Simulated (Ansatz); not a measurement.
# BH6NSeSi: the cost of one run

Program: Ansatz 0.2.0. Level of theory: RKS B3LYP/def2-SVP. These are calculated values, not measurements.

## (1) Starting point

Bond lengths: Si1–N2 1.724 Å, N2–B3 1.534 Å, B3–Se4 2.071 Å, Si1–H5 1.507 Å, Si1–H6 1.497 Å, Si1–H7 1.502 Å, N2–H8 1.090 Å, B3–H9 1.156 Å, Se4–H10 1.547 Å. Angles: Si1–N2–B3 106.5°, Si1–N2–H8 106.3°, B3–N2–H8 108.9°, N2–Si1–H5 112.1°, N2–Si1–H6 112.3°, N2–Si1–H7 111.1°, H5–Si1–H6 106.9°, H5–Si1–H7 107.3°, H6–Si1–H7 106.8°, N2–B3–Se4 117.7°, N2–B3–H9 118.6°, Se4–B3–H9 123.5°, B3–Se4–H10 86.7°.

As a file:

```xyz
10

Si   -0.5866    1.1895    0.5096
N     0.5469   -0.0456    0.9105
B     0.1352   -1.2900    0.1136
Se    1.4649   -2.0091   -1.3020
H    -0.6181    1.4707   -0.9710
H    -1.9825    0.8328    0.9146
H    -0.2491    2.4785    1.2020
H     1.5163    0.3001    0.5510
H    -0.8425   -1.8345    0.4043
H     0.6985   -1.1436   -2.3296
```

## (2) Relaxing end A

Contents of input.yaml:

```yaml
crystal:
  periodic: [false, false, false]
  atoms:
    - { symbol: Si, position_ang: [-0.5866, 1.1895, 0.5096] }
    - { symbol: "N", position_ang: [0.5469, -0.0456, 0.9105] }
    - { symbol: B, position_ang: [0.1352, -1.29, 0.1136] }
    - { symbol: Se, position_ang: [1.4649, -2.0091, -1.302] }
    - { symbol: H, position_ang: [-0.6181, 1.4707, -0.971] }
    - { symbol: H, position_ang: [-1.9825, 0.8328, 0.9146] }
    - { symbol: H, position_ang: [-0.2491, 2.4785, 1.202] }
    - { symbol: H, position_ang: [1.5163, 0.3001, 0.551] }
    - { symbol: H, position_ang: [-0.8425, -1.8345, 0.4043] }
    - { symbol: H, position_ang: [0.6985, -1.1436, -2.3296] }
basis:
  gaussian: { orbitals: def2-SVP }
hamiltonian:
  xc: b3lyp
relax:
  f_tol: 0.015
  max_steps: 40
```

Launch:

```console
$ ansatz run input.yaml --threads 2 --pin off --max-ram 3072MiB --backend cpu --events-out ev --progress --plain --runs-dir out
```

Q: Estimate wall time and peak memory on 2 threads of Arm Neoverse V2, shared host.

About 48 s, with a peak of 0.25 GiB.
